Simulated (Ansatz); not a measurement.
# B₃H₃F₂: up Jacob's ladder to CCSD(T)

The task here is to estimate one member of a computed series from the others.

Computed with Ansatz 0.2.0, Gaussian basis. Level: functionals in def2-TZVPP, the program's frozen cores in correlated methods.

Levels to be run: LDA (SPW92), PBE-D4, revPBE-D4, BLYP-D4, r2SCAN-D4, B97M-V, PBE0-D4, B3LYP-D4, r2SCANh-D4, r2SCAN0-D4, HSE06-D4, BHLYP-D4, CAM-B3LYP-D4, LC-ωPBE, ωB97X-V, ωB97M-V, B2PLYP, PBE-QIDH; CCSD(T)/def2-SVP; CCSD(T)/def2-TZVPP; MP2/def2-QZVPP; extrapolation to the limit; RPA on PBE.

### Structure used throughout

The geometry comes from an earlier relaxation with PBE0-D4 in a triple-zeta def2 set; it is a stationary point, not always the lowest conformer.

SMILES `BB(F)BF`, 8 atoms, charge 0, spin multiplicity 1.

Atoms are counted from 1 here; the program's logs count them from 0.

Bond lengths: B1–B2 1.673 Å, B1–H6 1.199 Å, B1–H7 1.198 Å, B2–F3 1.339 Å, B2–B4 1.727 Å, B4–F5 1.326 Å, B4–H8 1.206 Å. Angles: B2–B1–H6 121.2°, B2–B1–H7 122.1°, H6–B1–H7 116.3°, B1–B2–F3 122.2°, B1–B2–B4 120.8°, F3–B2–B4 116.9°, B2–B4–F5 120.5°, B2–B4–H8 123.6°, F5–B4–H8 115.9°.

The first run:

Input file in.yaml:

```yaml
crystal:
  periodic: [false, false, false]
  atoms:
    - {symbol: B, position_ang: [-0.179088, 1.365801, 0.577168]}
    - {symbol: B, position_ang: [0.566449, -0.106012, 0.299911]}
    - {symbol: F, position_ang: [1.727513, -0.439101, 0.878785]}
    - {symbol: B, position_ang: [-0.161188, -1.286789, -0.728289]}
    - {symbol: F, position_ang: [-0.064198, -1.181324, -2.046041]}
    - {symbol: H, position_ang: [0.031740, 2.312149, -0.127613]}
    - {symbol: H, position_ang: [-1.029284, 1.502565, 1.410698]}
    - {symbol: H, position_ang: [-0.799844, -2.224389, -0.320318]}
basis:
  gaussian: {orbitals: def2-TZVPP}
hamiltonian: {xc: lda}
output: {orbitals: {seedname: orbitals}}
```

Command:

```console
$ ansatz run in.yaml --threads 2 --pin off --events-out ev --progress --plain --max-ram 4352MiB
```

Among the steps run: LDA; PBE-D4 (GGA); revPBE-D4 (GGA); BLYP-D4 (GGA); r2SCAN-D4 (meta-GGA); B97M-V (meta-GGA); PBE0-D4 (hybrid); B3LYP-D4 (hybrid); r2SCANh-D4 (hybrid); r2SCAN0-D4 (hybrid); HSE06-D4 (hybrid); BHLYP-D4 (hybrid); CAM-B3LYP-D4 (range-separated); LC-ωPBE (range-separated); ωB97X-V (range-separated); ωB97M-V (range-separated); B2PLYP (double hybrid); PBE-QIDH (double hybrid).

One of the session's tables, all rows but one given; the rest of the session is left out.

It belongs to the step «Frontier levels by functional». 

| functional | HOMO (eV) | LUMO (eV) | gap (eV) |
| --- | --- | --- | --- |
| LDA (SPW92) | -6.29 | -3.89 | 2.41 |
| PBE-D4 | -6.17 | -3.57 | 2.60 |
| revPBE-D4 | -6.11 | -3.44 | 2.67 |
| BLYP-D4 | -6.11 | -3.41 | 2.69 |
| r2SCAN-D4 | -6.41 | -3.24 | 3.17 |
| B97M-V | -6.50 | -3.34 | 3.16 |
| PBE0-D4 | ? | ? | ? |
| B3LYP-D4 | -7.38 | -2.82 | 4.57 |
| r2SCANh-D4 | -6.93 | -2.91 | 4.02 |
| r2SCAN0-D4 | -7.72 | -2.41 | 5.31 |
| HSE06-D4 | -7.15 | -2.98 | 4.17 |
| BHLYP-D4 | -8.93 | -1.58 | 7.35 |
| CAM-B3LYP-D4 | -9.01 | -1.51 | 7.51 |
| LC-ωPBE | -10.31 | -0.26 | 10.04 |
| ωB97X-V | -9.95 | -0.38 | 9.58 |
| ωB97M-V | -9.79 | -0.64 | 9.15 |

Q: Estimate the row for PBE0-D4 from the others.

**Answer.** HOMO (eV): -7.56; LUMO (eV): -2.60; gap (eV): 4.96. In the column «HOMO (eV)» it lies between r2SCAN0-D4 (-7.72) and B3LYP-D4 (-7.38).
